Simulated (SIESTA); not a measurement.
The system is TiNb.

```
CELL_PARAMETERS angstrom
1.64100 -2.31805 0.00000
1.64100 2.31805 0.00000
0.00000 0.00000 4.64595
ATOMIC_POSITIONS crystal
Nb 0.00000 0.00000 0.00000
Ti 0.50000 0.50000 0.50000
```

The cell comes from a database or a generator and needn't be the stable form of this composition.

- Program: SIESTA 5.4.2
- Task: single point
- Functional: PBEsol
- Potentials or basis: PseudoDojo 0.4 standard (PBEsol files)
- Basis: DZP (energy shift 0.003 Ry; two zetas on semicore shells)
- Grid cutoff: 800 Ry
- Energy shift: 0.003 Ry
- k mesh: 10 × 10 × 6
- Occupations: fermi-dirac, width 0.05 eV
- Spin: no spin polarisation

On this cell: pressure -4.9 GPa; largest force under 0.003 eV/Å; band gap on the k mesh none (metal or under the smearing width).

The same run follows on a disturbed copy (atoms moved at random, drawn with an rms of 0.05 Å):

```
Nb Ti
1.0
     1.64100   -2.31805    0.00000
     1.64100    2.31805    0.00000
     0.00000    0.00000    4.64595
Nb Ti
1 1
Direct
  0.01147 0.99875 0.99635
  0.51640 0.50483 0.49720
```

Task: What changes?

Result: The energy (extrapolated to zero smearing) moves by +0.3 meV/atom; pressure -4.9 GPa; largest force 0.064 eV/Å; band gap on the k mesh none (metal or under the smearing width).

Forces in eV/Å, atoms in the order of the input:
```
Nb   0.063  0.001  0.012
Ti  -0.063 -0.001 -0.012
```

Stress tensor (GPa, compression positive):
```
-5.32  0.00  0.00
 0.00 -4.81  0.00
 0.00  0.00 -4.69
```

Caveats: the basis of atomic orbitals isn't converged, which shifts pressures, moduli and gaps.
